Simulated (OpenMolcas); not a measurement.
# UHF/ANO-R1 (sfX2C, RICD fitting, scramble 0.25) run of C2F6O (SMILES FC(F)(F)OC(F)(F)F)

We compute an energy scan of C2F6O. 

Program for the calculation: OpenMolcas 26.06.

6 further runs of the same task are left out: 3 that didn't finish, 3 set aside as unsound or not needed.

## 1. Starting point

C2F6O: 9 atoms, total charge 0, spin state singlet. As SMILES, `FC(F)(F)OC(F)(F)F`. The shape is that of a PBE0-D4/def2-TZVP optimisation.

Bond lengths: F1–C2 1.316 Å, C2–F3 1.325 Å, C2–F4 1.324 Å, C2–O5 1.371 Å, O5–C6 1.371 Å, C6–F7 1.316 Å, C6–F8 1.324 Å, C6–F9 1.325 Å. Some angles: F1–C2–F3 109.4°, F1–C2–F4 108.9°, F1–C2–O5 106.5°, F3–C2–F4 108.3°, F3–C2–O5 112.3°, F4–C2–O5 111.4°, C2–O5–C6 120.1°, O5–C6–F7 106.5°, O5–C6–F8 111.4°, O5–C6–F9 112.3°.

## 2. The energy along one coordinate at UHF/ANO-R1 (sfX2C, RICD fitting, scramble 0.25)

Input file point1.xyz:

```xyz
9
R = 4.114
F      2.490970    -1.326787    -3.542079
C      1.192040    -1.371767    -3.333409
F      0.574150    -0.638977    -4.248599
F      0.781660    -2.624607    -3.457369
O      0.570650     0.041580     0.479900
C     -0.682950     0.436400     0.870810
F     -0.666110     0.487120     2.186080
F     -0.980110     1.637760     0.399820
F     -1.623170    -0.409820     0.475530
```

Input file test.input:

```
&GATEWAY
Coord=point1.xyz
Basis=ANO-R1
Group=NoSym
RICD
&SEWARD
&SCF
UHF
Scramble=0.25
PrOrbitals=0
>>> ForEach K in (1, 2, 3, 4, 5, 6, 7, 8, 9)
&GATEWAY
Coord=$CurrDir/point$K.xyz
Basis=ANO-R1
Group=NoSym
RICD
&SEWARD
&SCF
UHF
PrOrbitals=0
FileOrb=$Project.UhfOrb
>>> EndDo
```

Run with:

```
$ export MOLCAS_MEM=1860
$ pymolcas test.input > test.log
```

Log:

```text
--- Start Module: gateway ---
[...]
--- Stop Module: gateway /rc=_RC_ALL_IS_WELL_ ---
[...]
--- Start Module: seward ---
[...]
      Basis functions          126
--- Stop Module: seward /rc=_RC_ALL_IS_WELL_ ---
[...]
--- Start Module: scf ---
[...]
       Convergence after  33 Iterations
[...]
::    Total SCF energy                               -748.0241737786
[...]
      Total spin, S                                     0.6225781657
[...]
      Total electronic charge=   74.000000
      Total            charge=   -0.000000
[...]
      Dipole Moment (debye):
      Origin of the operator (angstrom)=   -0.0247    0.0200    0.0440
                   X= -2.1480E-01               Y=  2.4370E-01               Z=  5.4222E-01           Total=  6.3209E-01
      Quadrupole Moment (debye*angstrom):
[...]
--- Stop Module: scf /rc=_RC_ALL_IS_WELL_ ---
[...]
```

Wall time 4.5 min (1 thread of Intel Xeon Platinum 8259CL at 2.50GHz (Skylake/Cascade Lake), shared host); peak memory 0.084 GiB.

The scan, from its lowest point:

```
O5–C2 (Å)  energy (kJ/mol)
    4.114            312.4
    3.291            312.8
    2.742            315.2
    2.331            317.6
    1.988            293.4
    1.714            158.1
    1.508             41.0
    1.371              0.0
    1.234             39.3
```

## 3. Results

At UHF/ANO-R1 (sfX2C, RICD fitting, scramble 0.25):

| quantity | value |
| --- | --- |
| lowest energy of the scan | -748.14315 Eh |
